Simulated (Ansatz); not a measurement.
# Ca (Ca, omega (AlB2-type)): the cost of one run

Program: Ansatz 0.2.0. Level of theory: DFT BLYP, plane waves (420 eV) with PAW, scalar-relativistic; the PAW data stem from PBE, with regenerated cores. These are calculated values, not measurements.

### Step 1. Starting point

Symmetry: P6/mmm, No. 191, hexagonal system. Conventional cell: a = 6.271 Å, b = 6.271 Å, c = 3.844 Å, α = 90.00°, β = 90.00°, γ = 120.00°. Ca (site symmetry 6/mmm) is surrounded by 14 Ca at 3.84 to 4.10 Å. Ca (site symmetry -6m2) has 11 Ca at 3.62 to 4.10 Å as nearest neighbours.

Coordinates:

```cif
data_structure
_symmetry_space_group_name_H-M 'P6/mmm'
_symmetry_Int_Tables_number 191
_cell_length_a 6.2706
_cell_length_b 6.2706
_cell_length_c 3.8439
_cell_angle_alpha 90.000
_cell_angle_beta 90.000
_cell_angle_gamma 120.000
_cell_volume 130.90
loop_
_atom_site_label
_atom_site_type_symbol
_atom_site_symmetry_multiplicity
_atom_site_Wyckoff_symbol
_atom_site_fract_x
_atom_site_fract_y
_atom_site_fract_z
_atom_site_occupancy
Ca1 Ca 1 a 0.00000 0.00000 0.00000 1
Ca2 Ca 2 d 0.33333 0.66667 0.50000 1
```

### Step 2. Geometry optimisation

input.yaml reads:

```yaml
crystal:
  lattice:
    - [6.2706255792, 0.0, 0.0]
    - [-3.1353127896, 5.4305210492, 0.0]
    - [0.0, 0.0, 3.8438934801]
  atoms:
    - { symbol: Ca, position: [0.0, 0.0, 0.0] }
    - { symbol: Ca, position: [0.3333333333, 0.6666666667, 0.5] }
    - { symbol: Ca, position: [0.6666666667, 0.3333333333, 0.5] }
hamiltonian:
  xc: blyp
  pseudopotentials:
    kind: paw
    azcp:
      Ca: "pseudopotentials/Ca.paw.azcp"
basis:
  ecutwfc: 420
  fft_grid_basis: typed
kpoints:
  mp_grid: { grid: [6, 6, 8], shift: [0, 0, 0] }
magnetization:
  spin_polarized: false
scf:
  occupations: { method: fermi_dirac, width: 0.1 }
relax:
  max_steps: 60
  f_tol: 0.01
  cell: {}
```

Command:

```
ansatz run input.yaml --threads 2 --pin off --max-ram 5120MiB --backend cpu --events-out ev --progress --plain --runs-dir out
```

Q: Estimate wall time and peak memory on 2 threads of Arm Neoverse V1, shared host.

About 10 s, with a peak of 0.41 GiB.
